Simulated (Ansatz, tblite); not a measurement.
**SbH2(SiH3) (SiSbH5): which spin state is lowest**

Is the singlet the ground state of SbH2(SiH3) (SiSbH5)? Other spin states are computed and compared level by level.

Method: as each input shows; program: Ansatz 0.2.0, Gaussian basis.

Plan: triplet, at the geometry of the singlet (GFN1-xTB, GFN2-xTB, PBE0-D4/def2-TZVP, PBE-D4/def2-TZVP, r2SCAN-D4/def2-TZVP); the singlet's energies come from earlier runs.

1 further run of the same task is left out (set aside as unsound or not needed).

## 1. The structure

The singlet was relaxed beforehand with r2SCAN-D4/def2-TZVP.

7 atoms, charge 0, spin multiplicity 1.

Bond lengths: Sb1–H2 1.710 Å, Sb1–H3 1.709 Å, Sb1–Si4 2.579 Å, Si4–H5 1.484 Å, Si4–H6 1.485 Å, Si4–H7 1.485 Å. Angles: H2–Sb1–H3 91.0°, H2–Sb1–Si4 90.8°, H3–Sb1–Si4 91.2°, Sb1–Si4–H5 113.4°, Sb1–Si4–H6 108.5°, Sb1–Si4–H7 108.3°, H5–Si4–H6 109.0°, H5–Si4–H7 109.1°, H6–Si4–H7 108.5°.

Geometry (Å):

```mol
H5SbSi
  3D, bonds by distance, orders not assigned

  7  6  0  0  0  0  0  0  0  0999 V2000
    0.6149    1.1158    1.1485 Sb  0  0
    2.0105    1.0410    0.1633 H   0  0
   -0.0919    2.2755    0.1103 H   0  0
   -0.4687   -0.8106   -0.1798 Si  0  0
   -0.4758   -0.5835   -1.6464 H   0  0
   -1.8679   -0.9785    0.2893 H   0  0
    0.2790   -2.0597    0.1147 H   0  0
  1  2  8  0
  1  3  8  0
  1  4  8  0
  4  5  8  0
  4  6  8  0
  4  7  8  0
M  END
```

Sb takes a core potential in the def2 sets. No spin-orbit coupling is included.

## 2. Triplet at the fixed geometry, GFN1-xTB

Tight binding, by tblite at 300 K electronic temperature and without a spin-polarisation term:

```python
tblite.interface.Calculator('GFN1-xTB', numbers, positions, charge=0, uhf=2).singlepoint()
```

Energy -187.4765 eV; 0.006 s.

## 3. Triplet at the fixed geometry, GFN2-xTB

Tight binding, by tblite at 300 K electronic temperature and without a spin-polarisation term:

```python
tblite.interface.Calculator('GFN2-xTB', numbers, positions, charge=0, uhf=2).singlepoint()
```

Energy -172.1885 eV; 0.007 s.

## 4. Triplet at the fixed geometry, PBE0-D4/def2-TZVP

File in.yaml:

```yaml
crystal:
  periodic: [false, false, false]
  atoms:
    - {symbol: Sb, position_ang: [0.614860, 1.115806, 1.148491]}
    - {symbol: H, position_ang: [2.010473, 1.040981, 0.163338]}
    - {symbol: H, position_ang: [-0.091921, 2.275486, 0.110299]}
    - {symbol: Si, position_ang: [-0.468665, -0.810607, -0.179804]}
    - {symbol: H, position_ang: [-0.475817, -0.583478, -1.646388]}
    - {symbol: H, position_ang: [-1.867913, -0.978492, 0.289347]}
    - {symbol: H, position_ang: [0.278982, -2.059685, 0.114717]}
basis:
  gaussian: {orbitals: def2-TZVP}
magnetization: {spin_polarized: true, initial_magnetization: 2}
hamiltonian: {xc: pbe0, dispersion: d4}
scf: {omitted_lower_state_checks: [starts]}
output: {orbitals: {seedname: orbitals}}
```

Command:

```sh
$ ansatz run in.yaml --threads 4 --pin off --events-out ev --progress --plain --max-ram 3916MiB
```

Log:

```text
Functional definition: PBE0
  name "PBE0"
  cite "Adamo & Barone, J. Chem. Phys. 110, 6158 (1999) doi:10.1063/1.478522"
  cite "Perdew, Burke & Ernzerhof, Phys. Rev. Lett. 77, 3865 (1996) doi:10.1103/PhysRevLett.77.3865"
  parent pbe
  parameter a = 0.25
  parameter kappa = 0.804
  parameter beta = 0.06672455060314922
  exchange = (1 - a)*pbe_x(kappa = kappa, mu = beta*pi^2/3) + a*exact_x
  correlation = pbe_c(beta = beta)
these checks for a lower state are left out or cut short: starts
929 factors; their error is unknown
mean field evaluation 1: about -14487.2496 eV, gradient 1.3e1 eV
mean field evaluation 2: about -14487.2144 eV, gradient 1.6e1 eV
mean field evaluation 4: about -14488.5241 eV, gradient 6.1e-1 eV
mean field evaluation 8: about -14488.5273 eV, gradient 6.7e-2 eV
mean field evaluation 16: about -14488.7332 eV, gradient 3.7e-3 eV
mean field -14488.73319980 eV, -532.4511242764 hartree, gradient 9.7e-6 eV, S^2 2.006257; 0 other end points of the search recorded, 0 dependent functions left out
reference -14488.73323505 eV, -532.4511255720 hartree; 22, 20 occupied and 95, 97 virtual orbitals, 929 factors
Total energy: -14488.84995231 eV, -532.4554148523 hartree
Checks for a lower state left out: starts
```

Run time: 2.8 s. Hardware: 4 threads of Intel Xeon at 2.70GHz, shared host.

HOMO -2.82 eV, LUMO -5.32 eV (over both spins; with the spin held, an empty level of the minority spin lies below the top filled one); ⟨S²⟩ 2.006 (pure: 2.00).

## 5. Triplet at the fixed geometry, PBE-D4/def2-TZVP

start.molden holds the orbitals of an earlier run on this state, given as this run's starting guess.

in.yaml: that of step 4 with these lines changed.

```diff
@@ -11,5 +11,5 @@
 basis:
-  gaussian: {orbitals: def2-TZVP}
+  gaussian: {orbitals: def2-TZVP, initial_orbitals: start.molden}
 magnetization: {spin_polarized: true, initial_magnetization: 2}
-hamiltonian: {xc: pbe0, dispersion: d4}
+hamiltonian: {xc: pbe, dispersion: d4}
 scf: {omitted_lower_state_checks: [starts]}
```

Launched as before.

Log:

```text
Functional definition: PBE
  name "PBE"
  cite "Perdew, Burke & Ernzerhof, Phys. Rev. Lett. 77, 3865 (1996) doi:10.1103/PhysRevLett.77.3865"
  parent pbe
  parameter kappa = 0.804
  parameter beta = 0.06672455060314922
  exchange = pbe_x(kappa = kappa, mu = beta*pi^2/3)
  correlation = pbe_c(beta = beta)
these checks for a lower state are left out or cut short: starts
855 factors; their error is unknown
mean field evaluation 1: about -14487.4894 eV, gradient 5.3e0 eV
mean field evaluation 2: about -14487.5627 eV, gradient 1.1e-1 eV
mean field evaluation 4: about -14487.5477 eV, gradient 1.2e-3 eV
mean field evaluation 8: about -14487.5477 eV, gradient 5.9e-5 eV
mean field -14487.54770664 eV, -532.4075582066 hartree, gradient 1.3e-5 eV, S^2 2.004539; 0 other end points of the search recorded, 0 dependent functions left out
reference -14487.54775331 eV, -532.4075599216 hartree; 22, 20 occupied and 95, 97 virtual orbitals, 855 factors
Total energy: -14487.68546664 eV, -532.4126207930 hartree
Checks for a lower state left out: starts
```

It took 1.9 s on 4 threads of Intel Xeon at 2.70GHz, shared host.

Report: HOMO -2.11 eV, LUMO -6.20 eV (over both spins; with the spin held, an empty level of the minority spin lies below the top filled one); ⟨S²⟩ 2.005 (pure: 2.00).

## 6. Triplet at the fixed geometry, r2SCAN-D4/def2-TZVP

in.yaml: that of step 5 with these lines changed.

```diff
@@ -13,3 +13,3 @@
 magnetization: {spin_polarized: true, initial_magnetization: 2}
-hamiltonian: {xc: pbe, dispersion: d4}
+hamiltonian: {xc: r2scan, dispersion: d4}
 scf: {omitted_lower_state_checks: [starts]}
```

The command is unchanged.

Log:

```text
Functional definition: r2SCAN
  name "r2SCAN"
  cite "Furness, Kaplan, Ning, Perdew & Sun, J. Phys. Chem. Lett. 11, 8208 (2020) doi:10.1021/acs.jpclett.0c02405"
  cite "Furness, Kaplan, Ning, Perdew & Sun, J. Phys. Chem. Lett. 11, 9248 (2020) doi:10.1021/acs.jpclett.0c03077"
  parent r2scan
  parameter k0 = 0.174
  parameter k1 = 0.065
  parameter a1 = 4.9479
  exchange = r2scan_x(k0 = k0, k1 = k1, a1 = a1)
  correlation = r2scan_c
these checks for a lower state are left out or cut short: starts
855 factors; their error is unknown
mean field evaluation 1: about -14493.7522 eV, gradient 4.0e0 eV
mean field evaluation 2: about -14493.7850 eV, gradient 4.4e-2 eV
mean field evaluation 4: about -14493.7714 eV, gradient 7.6e-4 eV
mean field evaluation 8: about -14493.7714 eV, gradient 5.7e-5 eV
mean field -14493.77137280 eV, -532.6362737194 hartree, gradient 5.1e-6 eV, S^2 2.008745; 0 other end points of the search recorded, 0 dependent functions left out
reference -14493.77139158 eV, -532.6362744093 hartree; 22, 20 occupied and 95, 97 virtual orbitals, 855 factors
Total energy: -14493.80199369 eV, -532.6373990161 hartree
Checks for a lower state left out: starts
```

It took 3.3 s on 4 threads of Intel Xeon at 2.70GHz, shared host.

Report: HOMO -2.22 eV, LUMO -5.92 eV (over both spins; with the spin held, an empty level of the minority spin lies below the top filled one); ⟨S²⟩ 2.009 (pure: 2.00).

## 7. Triplet less singlet, vertical

The singlet's energies are those of its earlier runs, whose logs aren't repeated here.

| level | triplet less singlet, vertical (kJ/mol) | time |
| --- | --- | --- |
| GFN1-xTB | +442.9 | 0.016 s |
| GFN2-xTB | +363.3 | 0.013 s |
| PBE-D4/def2-TZVP | +444.6 | 3.3 s |
| r2SCAN-D4/def2-TZVP | +448.8 | 4.8 s |
| PBE0-D4/def2-TZVP | +450.8 | 4.3 s |

Times add the two runs; a level without a time comes out of a correlated run. Tight binding without a spin term can't rank spin states.

## 8. Outcome

| quantity | value |
| --- | --- |
| triplet less singlet, vertical, functionals in def2-TZVP | +444.6 (PBE-D4) to +450.8 kJ/mol (PBE0-D4) |

**Reading.** All functionals put the triplet above the singlet, over a spread of 6.2 kJ/mol. The checks for a lower triplet were left out, so another state of that spin may lie lower. These are electronic energies, without zero-point motion, entropy or surroundings.
